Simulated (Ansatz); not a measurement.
# BPd4 (Pmm2) in Ansatz: a series of runs

The runs below take BPd4 through projected density of states, with LDA, PBE, PBEsol, RPBE.

Program: Ansatz 0.2.0. These are calculated values, not measurements. Logs are shortened: lines on timing, memory, paths and dates and some standing lists are left out, and cuts for length are marked.

## 1. The structure

It takes space group Pmm2 (No. 25, orthorhombic). Conventional cell: a = 2.892 Å, b = 4.365 Å, c = 5.856 Å, α = 90.00°, β = 90.00°, γ = 90.00°. Around Pd (site symmetry mm2) lie 1 B at 1.96 Å. Around Pd (site symmetry mm2) lie 2 B at 2.03 Å. Around Pd (site symmetry mm2) lie 10 Pd at 2.73 to 3.07 Å. Pd (site symmetry mm2) is surrounded by 2 B at 2.18 Å. B (site symmetry mm2) has 5 Pd at 1.96 to 2.18 Å as nearest neighbours.

The cell comes from a database or a generator and needn't be the stable form of this composition.

## 2. Projected density of states, LDA

Contents of input.yaml:

```yaml
crystal:
  lattice:
    - [2.8920299704, 0.0, 0.0]
    - [0.0, 4.3650077954, 0.0]
    - [0.0, 0.0, 5.856315]
  atoms:
    - { symbol: Pd, position: [0.5, 0.0, 0.197578] }
    - { symbol: Pd, position: [0.0, 0.0, 0.61947] }
    - { symbol: Pd, position: [0.0, 0.5, 0.329164] }
    - { symbol: Pd, position: [0.5, 0.5, 0.867561] }
    - { symbol: B, position: [0.5, 0.0, 0.863227] }
hamiltonian:
  xc: lda
  pseudopotentials: { kind: paw }
kpoints:
  mp_grid: { grid: [9, 6, 5] }
scf:
  occupations: { method: fermi_dirac, width: 0.05 }
  n_extra_bands: 12
output:
  forces: true
  stress: true
  eigenvalues: true
  dos: { projected: true, de: 0.05, nscf_kmesh: { grid: [14, 9, 8] } }
```

Potentials or basis: Ansatz PAW.

Command:

```console
$ ansatz run input.yaml --threads 2 --pin off --max-ram 5632MiB --backend cpu --events-out ev --progress --plain --runs-dir out
```

The program printed:

```text
Warning: RAYON_NUM_THREADS=2 ignored (pool sized by the plan → 2); use --threads N
scf.n_extra_bands = 12 over 38 filled bands (N_el = 75.0): the run solves 50 bands
Engine: ansatz 0.2.0, x86_64-unknown-linux-gnu
Pseudopotentials: kind: paw
Pseudopotential: Pd, paw, valence charge 18, recommended cutoff 420 eV (normal), Pd.paw.azcp
Pseudopotential: B, paw, valence charge 3, recommended cutoff 420 eV (normal), B.paw.azcp
Functional definition: SPW92
  exchange = slater_x
  correlation = pw_c
Crystal: 5 atoms, lattice volume = 73.929 Å³
Basis set: ecut = 420 eV, 1429 PW (Γ)
Bands: 50, of which v1, the nominal top of the filled ones, is band 38 counted from 1 (37 counted from 0)
Symmetry: 4 space group operations
Space group: Pmm2 (ITA 25), of the structure as read, at distance tolerance 4.2e-5 Å
k-points: 60 of 270 (time reversal used)
Non-local potential: Pd, projectors of the file, l = 0: 2, l = 1: 2, l = 2: 2, l = 3: 1
Non-local potential: B, projectors of the file, l = 0: 2, l = 1: 2, l = 2: 1
PAW form: soft (Blöchl's): semilocal exchange-correlation on the pseudo side does not see the compensation charge
PAW frozen core: Pd, regenerated for the run's functional, and the local potential with it (the file was generated under x = pbe(κ = 0.804, μ = 0.2195149727645171), c = pbe(β = 0.06672455060314922))
PAW frozen core: B, regenerated for the run's functional, and the local potential with it (the file was generated under x = pbe(κ = 0.804, μ = 0.2195149727645171), c = pbe(β = 0.06672455060314922))
PAW one-centre angular grid: Pd, 590 points (default); XC on 64 Gauss nodes
PAW one-centre angular grid: B, 110 points (default); XC on 64 Gauss nodes
Initial density: superposition of atomic densities (neutral atoms: chi_scale 0, normalization atom), corrected by the library's trained network
Initial wavefunctions: pseudopotential atomic-orbital guess
Functional: x = slater, c = lda
SCF iter   1: F=—  HF=-27527.724071 eV  |F-HF|=—  |Δ(HF+E_count)|=         —  Δρ=1.52e-2  dr2=1.75e-1  ethr=1.77e-3  ⟨swp⟩=6.0  Hψ=11884  notcnv=0  defer=24
preconditioner: auto → Kerker (q_TF=auto, 2.735 Å⁻¹)  [metal: Δε(μ)=0.017 eV  Ē_g=10.485 eV  σ=0.050 eV  W_gap=0.09  n_scr=24 (ndim 8)  ℏωp=28.3 eV  f_vac=0.000  D(μ)=3.29/eV (n_scr^D=32)]
SCF iter   2: F=—  HF=-27527.698803 eV  |F-HF|=—  |Δ(HF+E_count)|=   2.53e-2  Δρ=6.65e-3  dr2=3.70e-2  ethr=2.33e-4  ⟨swp⟩=2.0  Hψ=3847  notcnv=0  defer=335
SCF iter   3: F=—  HF=-27527.692039 eV  |F-HF|=—  |Δ(HF+E_count)|=   6.76e-3  Δρ=1.15e-3  dr2=2.31e-3  ethr=4.93e-5  ⟨swp⟩=2.1  Hψ=3620  notcnv=0  defer=335
SCF iter   4: F=—  HF=-27527.691700 eV  |F-HF|=—  |Δ(HF+E_count)|=   3.38e-4  Δρ=3.25e-4  dr2=2.36e-4  ethr=3.07e-6  ⟨swp⟩=1.1  Hψ=2666  notcnv=0  defer=335
SCF iter   5: F=—  HF=-27527.691658 eV  |F-HF|=—  |Δ(HF+E_count)|=   4.22e-5  Δρ=8.45e-5  dr2=1.44e-5  ethr=3.15e-7  ⟨swp⟩=2.3  Hψ=3677  notcnv=0  defer=335
SCF iter   6: F=—  HF=-27527.691639 eV  |F-HF|=—  |Δ(HF+E_count)|=   1.83e-5  Δρ=2.45e-5  dr2=5.72e-7  ethr=1.92e-8  ⟨swp⟩=1.2  Hψ=2758  notcnv=0  defer=335
SCF iter   7: F=—  HF=-27527.691639 eV  |F-HF|=—  |Δ(HF+E_count)|=   1.30e-7  Δρ=1.02e-5  dr2=1.53e-7  ethr=1.33e-10  ⟨swp⟩=9.2  Hψ=13192  notcnv=0
SCF iter   8: F=-27527.691639 eV  HF=-27527.691639 eV  |F-HF|=3.92e-9  |Δ(HF+E_count)|=   2.00e-8  Δρ=2.22e-6  dr2=6.22e-9  ethr=1.33e-10  ⟨swp⟩=3.0  Hψ=7770  notcnv=0
SCF 1 converged in 8 iterations: F = -27527.691639 eV  dr2 = 6.22e-9
NSCF: frozen V_eff on 200 k-points
SCF converged after 8 iterations
Free energy (F): -27527.691639 eV
Harris-Foulkes:  -27527.691639 eV  (|F-HF|=3.92e-9)
Internal energy: -27527.666137 eV  (E = F + TS)
E sigma→0 (E₀):  -27527.678888 eV
Entropy (-TS):   -0.025502 eV (-5.100 meV/atom)
Fermi energy:    15.984527 eV
--- Per-component energies (eV) ---
  E_band       = -795.662224
  E_kinetic    = 2096.326385
  E_local      = -8242.945562  (includes V_loc(G=0)·N_el)
  E_nonlocal   = 905.034492
  E_hartree    = 3328.467223
  E_xc         = -699.446118
  E_vxc        = -879.152036  (∫ρ·V_xc dr)
  E_paw        = -14564.326653  (= ΣΔE_a)
  E_vpaw       = -1331.862364  (= ΣTr[D̂ρ^β])
  E_aug_tail   = 0.000767  (compensation charges beyond the density's cutoff)
  E_ewald      = -10353.545441
  E_core_change = 2.768769  (= ΣΔE_core)
  E_smearing   = -0.025502  (= −TS)
  E_closure    = -0.000000  (closes the sum)
  Σ components = -27527.691639   (vs F -27527.691639, Δ=0.00e0)
--- Forces (eV/Å), atoms counted from 1 ---
  atom   1  Pd     0.00000000     0.00000000    -0.22797500
  atom   2  Pd     0.00000000     0.00000000     0.12582602
  atom   3  Pd     0.00000000     0.00000000    -0.08170449
  atom   4  Pd     0.00000000     0.00000000     0.17767092
  atom   5  B      0.00000000     0.00000000     0.00616204
  max |Σ_I F_I| component: 2.05e-5 eV/Å
--- Stress (GPa, compression-positive) ---
      -13.198415       0.000000       0.000000
        0.000000     -13.454750       0.000000
        0.000000       0.000000     -13.162017
  P = ⅓ Tr σ = -13.2717 GPa (-132.717 kbar)
--- Band table (eV; the first three rows and the last of 60) ---
  k-point 0: bands = ["-68.5298", "-68.2647", "-67.8578", "-67.4910", "-34.4794", "-34.3351", "-34.3291", "-34.1354", "-33.9774", "-33.9206", "-33.8279", "-33.5027", "-33.4355", "-33.3272", "-33.2183", "-33.1846", "6.5933", "10.4944", "10.7315", "11.4311", "11.4447", "11.9764", "12.1864", "12.5156", "12.8219", "13.0186", "13.1083", "13.8090", "13.8714", "13.8716", "14.0709", "14.2183", "14.5483", "14.6292", "14.8203", "15.1895", "15.4664", "15.6942", "16.0749", "16.4184", "21.2004", "21.3708", "21.8790", "22.3088", "24.5561", "25.7612", "27.8081", "29.4549", "29.7212", "30.0545"]
  k-point 1: bands = ["-68.5297", "-68.2647", "-67.8578", "-67.4910", "-34.4783", "-34.3351", "-34.3302", "-34.1343", "-33.9815", "-33.9176", "-33.8279", "-33.5021", "-33.4355", "-33.3273", "-33.2183", "-33.1853", "6.6921", "10.3014", "10.7400", "11.4279", "11.5351", "11.9225", "12.2743", "12.4486", "12.6337", "13.0676", "13.1392", "13.7238", "13.7780", "13.8072", "14.1099", "14.1173", "14.6349", "14.6402", "14.6552", "14.8595", "15.3784", "16.0694", "16.5175", "16.8699", "21.2017", "21.4254", "21.4291", "22.5682", "24.6734", "25.9685", "26.8032", "29.7150", "29.9017", "30.0267"]
  k-point 2: bands = ["-68.5297", "-68.2648", "-67.8578", "-67.4910", "-34.4765", "-34.3351", "-34.3320", "-34.1325", "-33.9874", "-33.9134", "-33.8280", "-33.5012", "-33.4354", "-33.3273", "-33.2183", "-33.1863", "6.8785", "9.8698", "10.8229", "11.5282", "11.8093", "11.8172", "12.2196", "12.4292", "12.4515", "13.0755", "13.2013", "13.5508", "13.6209", "13.6972", "13.8556", "14.1867", "14.3384", "14.7112", "14.7268", "14.9172", "15.2073", "16.0601", "17.4399", "17.7259", "20.6242", "21.0314", "21.8104", "22.9756", "24.1349", "26.2423", "26.3076", "29.5367", "30.1117", "30.2454"]
  k-point 59: bands = ["-68.5200", "-68.2555", "-67.8491", "-67.4826", "-34.4783", "-34.4498", "-34.3326", "-34.1103", "-33.9611", "-33.9422", "-33.9314", "-33.5551", "-33.4880", "-33.3336", "-33.3249", "-33.1734", "8.7349", "10.1824", "10.4216", "11.3165", "11.4997", "11.9762", "12.4943", "12.6950", "12.6997", "13.2888", "13.3049", "13.6214", "13.8021", "14.1262", "14.3121", "14.6914", "14.9676", "15.1993", "15.3201", "15.7584", "15.7721", "17.1029", "17.6859", "18.3207", "18.4605", "20.0029", "20.6466", "22.8526", "24.6342", "26.3157", "26.6008", "27.5248", "28.0110", "28.2761"]
```

Run time: 18 s. Hardware: 2 threads of AMD EPYC 9R45 (Zen 5), shared host; peak memory 0.66 GiB.

Results:

* Free energy: -27527.6916 eV
* Pressure: -13.3 GPa
* Largest force: 0.228 eV/Å
* Band gap on the k mesh: none (metal or under the smearing width)
* Density of states at the Fermi level: 2.76 states/eV per cell

Forces on the atoms (eV/Å):
```
Pd   0.000  0.000 -0.228
Pd   0.000  0.000  0.126
Pd   0.000  0.000 -0.082
Pd   0.000  0.000  0.178
B    0.000  0.000  0.006
```

Stress tensor (GPa, compression positive):
```
-13.20   0.00   0.00
  0.00 -13.45   0.00
  0.00   0.00 -13.16
```

States per cell in windows of 0.5 eV (zero at the Fermi level; states under -8 eV left out):
| from (eV) | total | Pd 4d | B 2p | B 2s | Pd 4s | Pd 4p |
| --- | --- | --- | --- | --- | --- | --- |
| -8.0 | 0.55 | 0.22 | 0.03 | 0.28 | 0.01 | 0.01 |
| -7.5 | 0.24 | 0.11 | 0.01 | 0.11 | 0.00 | 0.00 |
| -7.0 | 0.00 | 0.00 | 0.00 | 0.00 | 0.00 | 0.00 |
| -6.5 | 0.03 | 0.01 | 0.02 | 0.00 | 0.00 | 0.00 |
| -6.0 | 1.01 | 0.56 | 0.38 | 0.00 | 0.02 | 0.00 |
| -5.5 | 2.06 | 1.36 | 0.56 | 0.01 | 0.02 | 0.01 |
| -5.0 | 1.82 | 1.33 | 0.35 | 0.02 | 0.01 | 0.01 |
| -4.5 | 3.45 | 2.98 | 0.29 | 0.02 | 0.01 | 0.01 |
| -4.0 | 4.52 | 4.15 | 0.20 | 0.03 | 0.01 | 0.01 |
| -3.5 | 4.28 | 4.01 | 0.13 | 0.03 | 0.01 | 0.01 |
| -3.0 | 4.00 | 3.76 | 0.10 | 0.02 | 0.00 | 0.01 |
| -2.5 | 4.76 | 4.46 | 0.13 | 0.03 | 0.00 | 0.01 |
| -2.0 | 4.46 | 4.14 | 0.11 | 0.04 | 0.00 | 0.01 |
| -1.5 | 3.91 | 3.68 | 0.10 | 0.03 | 0.00 | 0.00 |
| -1.0 | 3.94 | 3.72 | 0.08 | 0.03 | 0.00 | 0.00 |
| -0.5 | 2.65 | 2.33 | 0.11 | 0.06 | 0.00 | 0.00 |
| 0.0 | 1.07 | 0.66 | 0.17 | 0.05 | 0.00 | 0.00 |
| 0.5 | 0.91 | 0.38 | 0.21 | 0.04 | 0.00 | 0.00 |
| 1.0 | 0.92 | 0.30 | 0.26 | 0.04 | 0.00 | 0.00 |
| 1.5 | 0.96 | 0.27 | 0.30 | 0.06 | 0.00 | 0.00 |
| 2.0 | 0.96 | 0.23 | 0.38 | 0.03 | 0.00 | 0.00 |
| 2.5 | 0.58 | 0.13 | 0.22 | 0.01 | 0.00 | 0.00 |
| 3.0 | 0.80 | 0.13 | 0.19 | 0.02 | 0.00 | 0.00 |
| 3.5 | 0.49 | 0.07 | 0.11 | 0.02 | 0.00 | 0.00 |
| 4.0 | 0.51 | 0.06 | 0.12 | 0.02 | 0.00 | 0.00 |
| 4.5 | 0.60 | 0.07 | 0.15 | 0.02 | 0.00 | 0.00 |
| 5.0 | 1.07 | 0.11 | 0.26 | 0.03 | 0.00 | 0.00 |
| 5.5 | 1.17 | 0.10 | 0.30 | 0.03 | 0.00 | 0.00 |
| 6.0 | 0.71 | 0.05 | 0.15 | 0.01 | 0.00 | 0.00 |
| 6.5 | 0.52 | 0.02 | 0.04 | 0.00 | 0.00 | 0.00 |
| 7.0 | 0.74 | 0.02 | 0.02 | 0.00 | 0.00 | 0.00 |
| 7.5 | 0.43 | 0.01 | 0.01 | 0.00 | 0.00 | 0.00 |

Caveat: the PAW data sets come from PBE, with cores solved anew for the run's functional, which leaves a small shift of forces and pressure; the density of states is complete only up to the lowest level of the last band computed.

## 3. Projected density of states, PBE

Changes to input.yaml since step 2:

```diff
@@ -12,3 +12,3 @@
 hamiltonian:
-  xc: lda
+  xc: pbe
   pseudopotentials: { kind: paw }
```

Potentials or basis: Ansatz PAW.

Command:

```console
$ ansatz run input.yaml --threads 2 --pin off --max-ram 5632MiB --backend cpu --events-out ev --progress --plain --runs-dir out
```

The program printed:

```text
Warning: RAYON_NUM_THREADS=2 ignored (pool sized by the plan → 2); use --threads N
scf.n_extra_bands = 12 over 38 filled bands (N_el = 75.0): the run solves 50 bands
Engine: ansatz 0.2.0, x86_64-unknown-linux-gnu
Pseudopotentials: kind: paw
Pseudopotential: Pd, paw, valence charge 18, recommended cutoff 420 eV (normal), Pd.paw.azcp
Pseudopotential: B, paw, valence charge 3, recommended cutoff 420 eV (normal), B.paw.azcp
Functional definition: PBE
  parameter kappa = 0.804
  parameter beta = 0.06672455060314922
  exchange = pbe_x(kappa = kappa, mu = beta*pi^2/3)
  correlation = pbe_c(beta = beta)
Crystal: 5 atoms, lattice volume = 73.929 Å³
Basis set: ecut = 420 eV, 1429 PW (Γ), exchange–correlation on 40×60×80 points (8 copies of the dense FFT grid, shifted against one another)
Bands: 50, of which v1, the nominal top of the filled ones, is band 38 counted from 1 (37 counted from 0)
Symmetry: 4 space group operations
Space group: Pmm2 (ITA 25), of the structure as read, at distance tolerance 4.2e-5 Å
k-points: 60 of 270 (time reversal used)
Non-local potential: Pd, projectors of the file, l = 0: 2, l = 1: 2, l = 2: 2, l = 3: 1
Non-local potential: B, projectors of the file, l = 0: 2, l = 1: 2, l = 2: 1
PAW form: soft (Blöchl's): semilocal exchange-correlation on the pseudo side does not see the compensation charge
PAW one-centre angular grid: Pd, 590 points (default); XC on 64 Gauss nodes
PAW one-centre angular grid: B, 110 points (default); XC on 64 Gauss nodes
Initial density: superposition of atomic densities (neutral atoms: chi_scale 0, normalization atom), corrected by the library's trained network
Initial wavefunctions: pseudopotential atomic-orbital guess
Functional: x = pbe(κ = 0.804, μ = 0.2195149727645171), c = pbe(β = 0.06672455060314922)
SCF iter   1: F=—  HF=-28047.307983 eV  |F-HF|=—  |Δ(HF+E_count)|=         —  Δρ=7.26e-3  dr2=2.94e-2  ethr=1.77e-3  ⟨swp⟩=6.0  Hψ=11836  notcnv=0  defer=25
preconditioner: auto → Kerker (q_TF=auto, 2.735 Å⁻¹)  [metal: Δε(μ)=0.004 eV  Ē_g=10.594 eV  σ=0.050 eV  W_gap=0.02  n_scr=24 (ndim 8)  ℏωp=28.3 eV  f_vac=0.000  D(μ)=3.13/eV (n_scr^D=24)]
SCF iter   2: F=—  HF=-28047.306294 eV  |F-HF|=—  |Δ(HF+E_count)|=   1.69e-3  Δρ=3.66e-3  dr2=1.01e-2  ethr=3.92e-5  ⟨swp⟩=1.0  Hψ=3480  notcnv=0  defer=163
SCF iter   3: F=—  HF=-28047.305543 eV  |F-HF|=—  |Δ(HF+E_count)|=   7.52e-4  Δρ=5.75e-4  dr2=9.06e-4  ethr=1.34e-5  ⟨swp⟩=1.0  Hψ=2648  notcnv=0  defer=163
SCF iter   4: F=—  HF=-28047.305429 eV  |F-HF|=—  |Δ(HF+E_count)|=   1.13e-4  Δρ=2.01e-4  dr2=6.32e-5  ethr=1.21e-6  ⟨swp⟩=1.1  Hψ=2658  notcnv=0  defer=163
SCF iter   5: F=—  HF=-28047.305405 eV  |F-HF|=—  |Δ(HF+E_count)|=   2.43e-5  Δρ=5.84e-5  dr2=4.58e-6  ethr=8.42e-8  ⟨swp⟩=2.5  Hψ=4304  notcnv=0  defer=163
SCF iter   6: F=—  HF=-28047.305405 eV  |F-HF|=—  |Δ(HF+E_count)|=   8.19e-8  Δρ=1.38e-5  dr2=1.45e-7  ethr=6.11e-9  ⟨swp⟩=1.8  Hψ=3475  notcnv=0  defer=163
SCF iter   7: F=-28047.305405 eV  HF=-28047.305405 eV  |F-HF|=2.13e-8  |Δ(HF+E_count)|=  6.66e-10  Δρ=5.01e-6  dr2=2.93e-8  ethr=1.33e-10  ⟨swp⟩=9.3  Hψ=12603  notcnv=0
SCF 1 converged in 7 iterations: F = -28047.305405 eV  dr2 = 2.93e-8
NSCF: frozen V_eff on 200 k-points
SCF converged after 7 iterations
Free energy (F): -28047.305405 eV
Harris-Foulkes:  -28047.305405 eV  (|F-HF|=2.13e-8)
Internal energy: -28047.280319 eV  (E = F + TS)
E sigma→0 (E₀):  -28047.292862 eV
Entropy (-TS):   -0.025086 eV (-5.017 meV/atom)
Fermi energy:    16.342133 eV
--- Per-component energies (eV) ---
  E_band       = -772.332143
  E_kinetic    = 2099.327108
  E_local      = -8229.301372  (includes V_loc(G=0)·N_el)
  E_nonlocal   = 881.477047
  E_hartree    = 3340.176346
  E_xc         = -704.987762
  E_vxc        = -882.110618  (∫ρ·V_xc dr)
  E_paw        = -15080.427044  (= ΣΔE_a)
  E_vpaw       = -1322.074565  (= ΣTr[D̂ρ^β])
  E_aug_tail   = 0.000799  (compensation charges beyond the density's cutoff)
  E_ewald      = -10353.545441
  E_smearing   = -0.025086  (= −TS)
  E_closure    = -0.000000  (closes the sum)
  Σ components = -28047.305405   (vs F -28047.305405, Δ=0.00e0)
--- Forces (eV/Å), atoms counted from 1 ---
  atom   1  Pd     0.00000000     0.00000000    -0.27075170
  atom   2  Pd     0.00000000     0.00000000     0.07336926
  atom   3  Pd     0.00000000     0.00000000     0.04541749
  atom   4  Pd     0.00000000     0.00000000     0.08770362
  atom   5  B      0.00000000     0.00000000     0.06416595
  max |Σ_I F_I| component: 9.54e-5 eV/Å
--- Stress (GPa, compression-positive) ---
       -1.484712       0.000000       0.000000
        0.000000      -0.561590       0.000000
        0.000000       0.000000      -1.600113
  P = ⅓ Tr σ = -1.2155 GPa (-12.155 kbar)
--- Band table (eV; the first three rows and the last of 60) ---
  k-point 0: bands = ["-68.3422", "-68.0643", "-67.6542", "-67.2636", "-34.2297", "-34.0903", "-34.0714", "-33.8955", "-33.7208", "-33.6579", "-33.5775", "-33.2517", "-33.1842", "-33.0489", "-32.9416", "-32.9117", "6.8906", "10.9070", "11.1077", "11.7932", "11.8256", "12.3740", "12.5430", "12.8784", "13.2043", "13.3900", "13.4739", "14.1755", "14.2157", "14.2464", "14.4363", "14.5590", "14.9279", "14.9733", "15.1543", "15.5384", "15.8075", "16.0754", "16.4224", "16.7831", "21.5883", "21.7969", "22.2932", "22.7078", "25.0399", "26.1542", "28.2824", "29.8640", "30.0708", "30.5437"]
  k-point 1: bands = ["-68.3422", "-68.0643", "-67.6542", "-67.2636", "-34.2286", "-34.0903", "-34.0725", "-33.8946", "-33.7240", "-33.6555", "-33.5775", "-33.2511", "-33.1842", "-33.0489", "-32.9416", "-32.9123", "6.9848", "10.7076", "11.1318", "11.8125", "11.8971", "12.3219", "12.6309", "12.8104", "13.0047", "13.4420", "13.5055", "14.0906", "14.1510", "14.1532", "14.4484", "14.4813", "14.9814", "15.0041", "15.0207", "15.1929", "15.7214", "16.4172", "16.8826", "17.2516", "21.6101", "21.8133", "21.8363", "22.9843", "25.1535", "26.3747", "27.2608", "30.1156", "30.3677", "30.3876"]
  k-point 2: bands = ["-68.3422", "-68.0643", "-67.6542", "-67.2636", "-34.2269", "-34.0903", "-34.0743", "-33.8933", "-33.7288", "-33.6521", "-33.5776", "-33.2503", "-33.1842", "-33.0490", "-32.9416", "-32.9133", "7.1607", "10.2866", "11.2210", "11.9151", "12.1720", "12.2185", "12.5789", "12.7936", "12.8087", "13.4490", "13.5701", "13.9188", "13.9947", "14.0389", "14.1934", "14.5493", "14.7057", "15.0653", "15.0727", "15.2497", "15.5539", "16.4084", "17.7954", "18.1256", "21.0364", "21.4190", "22.1879", "23.4153", "24.5833", "26.6665", "26.7851", "30.0190", "30.4555", "30.6309"]
  k-point 59: bands = ["-68.3326", "-68.0552", "-67.6456", "-67.2553", "-34.2313", "-34.2018", "-34.0740", "-33.8729", "-33.7086", "-33.6877", "-33.6654", "-33.3024", "-33.2373", "-33.0543", "-33.0480", "-32.9006", "9.0018", "10.5429", "10.7913", "11.6868", "11.8883", "12.3531", "12.8595", "13.0566", "13.0641", "13.6473", "13.6581", "13.9783", "14.1623", "14.4878", "14.6515", "15.0456", "15.3228", "15.5565", "15.6668", "16.1113", "16.1151", "17.4791", "18.0975", "18.7273", "18.8821", "20.4070", "21.0484", "23.3040", "25.0516", "26.7645", "27.0107", "27.9362", "28.4675", "28.7219"]
```

Wall time 17 s (2 threads of AMD EPYC 9R45 (Zen 5), shared host); peak memory 0.67 GiB.

What came out:

* Free energy: -28047.3054 eV
* Pressure: -1.2 GPa
* Largest force: 0.271 eV/Å
* Band gap on the k mesh: none (metal or under the smearing width)
* Density of states at the Fermi level: 2.70 states/eV per cell

Forces on the atoms (eV/Å):
```
Pd   0.000  0.000 -0.271
Pd   0.000  0.000  0.073
Pd   0.000  0.000  0.045
Pd   0.000  0.000  0.088
B    0.000  0.000  0.064
```

States per cell in windows of 1 eV (zero at the Fermi level; states under -8 eV left out):
```csv
from (eV),total,Pd 4d,B 2p,B 2s,Pd 4s,Pd 4p
-8.0,0.69,0.29,0.04,0.35,0.01,0.01
-7.0,0.01,0.00,0.00,0.00,0.00,0.00
-6.0,3.00,1.88,0.94,0.02,0.04,0.01
-5.0,5.05,4.11,0.62,0.04,0.03,0.02
-4.0,8.86,8.21,0.35,0.06,0.02,0.02
-3.0,8.84,8.31,0.23,0.05,0.01,0.01
-2.0,8.44,7.89,0.21,0.06,0.00,0.01
-1.0,6.65,6.11,0.19,0.09,0.00,0.00
0.0,1.96,1.05,0.38,0.08,0.00,0.00
1.0,1.88,0.58,0.57,0.10,0.01,0.01
2.0,1.54,0.36,0.60,0.04,0.01,0.01
3.0,1.31,0.21,0.31,0.04,0.01,0.00
4.0,1.08,0.13,0.26,0.03,0.00,0.00
5.0,2.20,0.21,0.55,0.06,0.00,0.00
6.0,1.24,0.08,0.21,0.02,0.00,0.00
7.0,1.22,0.03,0.04,0.01,0.00,0.00
```

Caveat: the density of states is complete only up to the lowest level of the last band computed.

(Continued in part 2 of 2.)
